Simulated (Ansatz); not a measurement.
This script drives Ansatz 0.2.0, Python API.

`c3h7ass_opt.py`
```python
"""Relax the C3H7AsS molecule."""

import warnings

import ansatz as az
from ase import Atoms
import numpy as np

BASIS_SET = "def2-SVP"
XC = "b3lyp"


def main() -> None:
    warnings.simplefilter("ignore", az.DeckWarning)

    atoms = Atoms(["C", "C", "S", "C", "As", "H", "H", "H", "H", "H", "H", "H"], positions=[
        (1.731, 0.6415, 0.4155),
        (0.6917, -0.3898, 0.0691),
        (0.96, -1.779, 0.3406),
        (-0.5955, 0.0096, -0.6074),
        (-2.1076, -0.0882, 0.66),
        (1.3856, 1.6637, 0.1546),
        (1.9408, 0.6187, 1.5065),
        (2.671, 0.4392, -0.1414),
        (-0.7979, -0.6458, -1.4825),
        (-0.5331, 1.0527, -0.9818),
        (-2.1913, -1.646, 0.5489),
        (-3.1547, 0.1232, -0.482),
    ])
    system = az.Crystal.molecule_from_ase(atoms)

    calculation = (
        system.calculation()
        .basis(gaussian=BASIS_SET)
        .functional(XC)
    )
    symbols = [site.symbol for site in system.cartesian_sites]
    start = np.array([site.position_ang for site in system.cartesian_sites], dtype=float)
    def progress(event):
        if event["event"] == "relax_step":
            row = event["data"]
            print(f"step {row['step']:3d}  E = {row['lagrangian_ev']:.6f} eV  max force {row['allowed_force_max_ev_ang']:.4f} eV/A")


    r = calculation.relax(force_tolerance=0.005).session().plan().execute(on_event=progress).report
    end = np.array(r["positions_ang"])

    print("reference energy %16.6f eV" % r["reference_energy_ev"])
    print("total energy     %16.6f eV" % r["free_energy_ev"])
    print("occupied (up, down):", r["n_occupied"], " virtual:", r["n_virtual"], " frozen:", r["n_frozen"])

    print("bond        before    after (A)")
    for i, j in [(0, 1), (0, 5), (0, 6), (0, 7), (1, 2), (1, 3), (3, 4), (3, 8), (3, 9), (4, 10), (4, 11)]:
        d0, d1 = (np.linalg.norm(xyz[i] - xyz[j]) for xyz in (start, end))
        print(f"{symbols[i]}{i}-{symbols[j]}{j}".ljust(10), f"{d0:8.4f} {d1:8.4f}")
    for i, j, k in [(1, 0, 5), (1, 0, 6), (1, 0, 7), (5, 0, 6), (5, 0, 7), (6, 0, 7), (0, 1, 2), (0, 1, 3)]:
        u, v = end[i] - end[j], end[k] - end[j]
        print(f"angle {symbols[i]}{i}-{symbols[j]}{j}-{symbols[k]}{k}: {np.degrees(np.arccos(np.clip(u @ v / np.linalg.norm(u) / np.linalg.norm(v), -1, 1))):.2f} deg")


if __name__ == "__main__":
    main()
```

It is started by `python c3h7ass_opt.py`. Estimate its wall time and peak memory on 1 thread of Intel(R) Xeon(R) 6975P-C (Granite Rapids), with other jobs on the host.

It took about 93 s, with a peak of 0.42 GiB, for 1 run of the engine.

```console
$ python c3h7ass_opt.py
step   1  E = -74888.352410 eV  max force 13.1303 eV/A
step   2  E = -74889.332176 eV  max force 5.0329 eV/A
step   3  E = -74889.544202 eV  max force 1.3374 eV/A
step   4  E = -74889.622447 eV  max force 0.4677 eV/A
step   5  E = -74889.652353 eV  max force 0.1694 eV/A
step   6  E = -74889.668860 eV  max force 0.1224 eV/A
step   7  E = -74889.676762 eV  max force 0.2757 eV/A
step   8  E = -74889.678694 eV  max force 0.3832 eV/A
step   9  E = -74889.692485 eV  max force 0.2227 eV/A
step  10  E = -74889.700619 eV  max force 0.0757 eV/A
step  11  E = -74889.702291 eV  max force 0.0256 eV/A
step  12  E = -74889.702729 eV  max force 0.0217 eV/A
step  13  E = -74889.702856 eV  max force 0.0188 eV/A
step  14  E = -74889.702871 eV  max force 0.0139 eV/A
step  15  E = -74889.702899 eV  max force 0.0043 eV/A
reference energy    -74889.703143 eV
total energy        -74889.703143 eV
occupied (up, down): [37, 37]  virtual: [90, 90]  frozen: 0
bond        before    after (A)
C0-C1        1.5046   1.5073
C0-H5        1.1101   1.1047
C0-H6        1.1112   1.0968
C0-H7        1.1112   1.1054
C1-S2        1.4407   1.6392
C1-C3        1.5080   1.4962
C3-As4       1.9754   2.0351
C3-H8        1.1119   1.0956
C3-H9        1.1100   1.1024
As4-H10      1.5640   1.5289
As4-H11      1.5637   1.5319
angle C1-C0-H5: 110.73 deg
angle C1-C0-H6: 111.52 deg
angle C1-C0-H7: 109.58 deg
angle H5-C0-H6: 109.57 deg
angle H5-C0-H7: 106.36 deg
angle H6-C0-H7: 108.93 deg
angle C0-C1-S2: 122.38 deg
angle C0-C1-C3: 115.79 deg
```

Total energies depend on the basis set; only differences at equal settings carry meaning. The end point is the stationary point reached from this start; no frequency run checks that it is a minimum, and the basis set is modest. b3lyp holds the VWN-RPA fit, as in Gaussian; the form of ORCA and Turbomole is b3lyp5.

(Lines on the test bed's own set-up are left out of the output.)
